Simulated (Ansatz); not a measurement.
# F3H4HfN: the cost of one run

All numbers below are computed with Ansatz 0.2.0 (RKS PBE-D4/def2-SVP).

1 further run of the same task is left out (it didn't finish).

### Step 1. The starting structure

Bond lengths: Hf1–N2 2.560 Å, N2–H3 1.060 Å, N2–H4 1.060 Å, Hf1–F5 1.980 Å, Hf1–F6 1.979 Å, Hf1–F7 1.979 Å, Hf1–H8 2.150 Å, Hf1–H9 2.332 Å. Angles (14 of 18 angles, heavy atoms first): N2–Hf1–F5 109.4°, N2–Hf1–F6 109.5°, N2–Hf1–F7 109.5°, F5–Hf1–F6 109.5°, F5–Hf1–F7 109.5°, F6–Hf1–F7 109.5°, Hf1–N2–H3 120.0°, Hf1–N2–H4 120.0°, N2–Hf1–H8 71.6°, N2–Hf1–H9 41.9°, F5–Hf1–H8 178.9°, F5–Hf1–H9 151.4°, F6–Hf1–H8 69.8°, F6–Hf1–H9 86.1°.

Coordinates:

```xyz
9

Hf    0.0000    0.0000    0.0000
N     0.0000    0.0000    2.5600
H    -0.8770   -0.2713    3.0900
H     0.8770    0.2713    3.0900
F     1.8671    0.0000   -0.6593
F    -0.9326    1.6157   -0.6593
F    -0.9326   -1.6157   -0.6593
H    -2.0403    0.0065    0.6779
H    -1.5581    0.0050    1.7349
```

### Step 2. A restrained relaxation towards end A

Springs on the bonds that form and break draw the guess towards this end; the thresholds are loose.

input.yaml

```yaml
crystal:
  periodic: [false, false, false]
  atoms:
    - { symbol: Hf, position_ang: [0.0, 0.0, 0.0] }
    - { symbol: "N", position_ang: [0.0, 0.0, 2.56] }
    - { symbol: H, position_ang: [-0.877, -0.2713, 3.09] }
    - { symbol: H, position_ang: [0.877, 0.2713, 3.09] }
    - { symbol: F, position_ang: [1.8671, 0.0, -0.6593] }
    - { symbol: F, position_ang: [-0.9326, 1.6157, -0.6593] }
    - { symbol: F, position_ang: [-0.9326, -1.6157, -0.6593] }
    - { symbol: H, position_ang: [-2.0403, 0.0065, 0.6779] }
    - { symbol: H, position_ang: [-1.5581, 0.005, 1.7349] }
basis:
  gaussian: { orbitals: def2-SVP }
hamiltonian:
  xc: pbe
  dispersion: d4
relax:
  f_tol: 0.15
  max_steps: 25
  restrain:
    - { distance: [0, 7], at: 3.05, k: 30.0 }
    - { distance: [8, 1], at: 2.26, k: 30.0 }
    - { distance: [0, 1], at: 2.21, k: 30.0 }
    - { distance: [8, 7], at: 0.66, k: 30.0 }
```

Run with:

```sh
$ ansatz run input.yaml --threads 2 --pin off --max-ram 3072MiB --backend cpu --events-out ev --progress --plain --runs-dir out
```

What time and memory should one allow on 2 threads of Arm Neoverse V2, shared host?

About 21 s, with a peak of 0.21 GiB.
